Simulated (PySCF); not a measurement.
# [Eu(NH3)3]3+: other functionals and bases at one geometry

One table from this session's results is given with a row withheld; the runs are named, their logs left out.

Method: several levels, as the steps say, no spin–orbit coupling; program: PySCF 2.14.0.

2 further runs of the same task are left out: 2 for a known fault of the program.

**The system as given**

13 atoms, charge 3, spin multiplicity 1.

Bond lengths: Eu1–N2 2.448 Å, Eu1–N6 2.448 Å, Eu1–N10 2.448 Å, N2–H3 1.046 Å, N2–H4 1.047 Å, N2–H5 1.046 Å, N6–H7 1.046 Å, N6–H8 1.047 Å, N6–H9 1.046 Å, N10–H11 1.046 Å, N10–H12 1.047 Å, N10–H13 1.046 Å. Angles: N2–Eu1–N6 110.1°, N2–Eu1–N10 110.1°, N6–Eu1–N10 110.1°, Eu1–N2–H3 116.6°, Eu1–N2–H4 114.6°, Eu1–N2–H5 115.8°, H3–N2–H4 102.6°, H3–N2–H5 102.7°, H4–N2–H5 102.6°, Eu1–N6–H7 116.6°, Eu1–N6–H8 114.6°, Eu1–N6–H9 115.8°, H7–N6–H8 102.6°, H7–N6–H9 102.7°, H8–N6–H9 102.6°, Eu1–N10–H11 116.6°, Eu1–N10–H12 114.6°, Eu1–N10–H13 115.8° and more.

Geometry (Å):

```xyz
13
EuH9N3
Eu    0.0000    0.0000   -0.7783
N     2.3164   -0.0011    0.0120
H     2.5398   -0.6418    0.8076
H     3.0222   -0.2794   -0.7096
H     2.6835    0.9190    0.3467
N    -1.1572    2.0066    0.0120
H    -0.7141    2.5204    0.8076
H    -1.2692    2.7570   -0.7096
H    -2.1376    1.8644    0.3467
N    -1.1592   -2.0055    0.0120
H    -1.8257   -1.8786    0.8076
H    -1.7531   -2.4776   -0.7096
H    -0.5458   -2.7835    0.3467
```

Formal oxidation states: Eu +3. Each metal's 6 4f electrons lie in its core potential, so multiplicities, spins and levels count the valence alone. An earlier session relaxed this geometry at PBE, Eu lcecp-1-SVP with ECP52, N def2-SVP, H def2-SVP (singlet, point group C3).

At PBE on the finer grid: E = -203.641400 Eh, HOMO -22.87 eV, LUMO -17.24 eV, Mulliken charge on Eu1 +1.72 e, largest force component 0.014 eV/Å. 

Levels to run: M06-L; r2SCAN; CAM-B3LYP; HF; PBE, TZVP. Hardware: 2 threads of Arm Neoverse V2, shared host.

The first run:

File run.py (the lines that set the calculation):

```python
mol = gto.M(atom='''
Eu     0.00000     0.00000    -0.77835
N      2.31643    -0.00111     0.01197
H      2.53977    -0.64179     0.80763
H      3.02223    -0.27938    -0.70961
H      2.68347     0.91903     0.34666
N     -1.15725     2.00664     0.01197
H     -0.71407     2.52040     0.80763
H     -1.26917     2.75702    -0.70961
H     -2.13764     1.86444     0.34666
N     -1.15918    -2.00553     0.01197
H     -1.82569    -1.87860     0.80763
H     -1.75306    -2.47764    -0.70961
H     -0.54583    -2.78347     0.34666''',
    basis={'Eu': 'lcecp-1-SVP', 'N': 'def2-SVP', 'H': 'def2-SVP'},
    ecp={'Eu': 'lcecp-1-SVP'},
    charge=3, spin=0)
mf = dft.RKS(mol, xc='M06L')
mf.grids.atom_grid = (75, 302)  # f atoms: unpruned, at least (60, 302)
mf = mf.density_fit()  # fitting sets: Eu AutoAux, N def2-universal-JKFIT, H def2-universal-JKFIT
mf.conv_tol = 1e-08; mf.max_cycle = 55
mf.kernel(dm0)  # dm0: the density of the relaxed state
```

The run is started by

```console
> OMP_NUM_THREADS=2 python run.py
```

Steps of the session up to this table: M06-L; r2SCAN; CAM-B3LYP; HF; PBE, TZVP.

One table of the session follows, with a row left open; its other results are not shown here.

```
             level  HOMO (eV)  gap (eV)  charge on Eu1 (e)  dipole (D)  largest force component (eV/Å)
PBE (relaxed here)     -22.87      5.63               1.72        2.77                            0.01
             M06-L          ?         ?                  ?           ?                               ?
            r2SCAN     -23.19      6.45               1.84        2.60                            0.28
         CAM-B3LYP     -25.80     10.44               1.84        2.47                            0.34
                HF     -28.12     15.08               2.14        2.06                            1.42
         PBE, TZVP     -22.80      5.65               2.00        2.76                            0.38
```

**Question.** Estimate the row for M06-L.

**Answer.** HOMO (eV): -23.18; gap (eV): 6.57; charge on Eu1 (e): 1.95; dipole (D): 2.45; largest force component (eV/Å): 0.42. In the column «HOMO (eV)» it lies between r2SCAN (-23.19) and PBE (relaxed here) (-22.87).

The dipole of a charged species depends on the origin, so these sizes hold for this origin alone.

In one basis the HOMO–LUMO gap runs from 5.63 eV (PBE) to 15.08 eV (HF). The largest leftover force, 1.42 eV/Å with HF, stands at a geometry relaxed at another level. With 4f in the core, its levels are missing from HOMO and gap, and its count is fixed, so no charge can pass from the ligands into it. Total energies of different levels can't be compared.
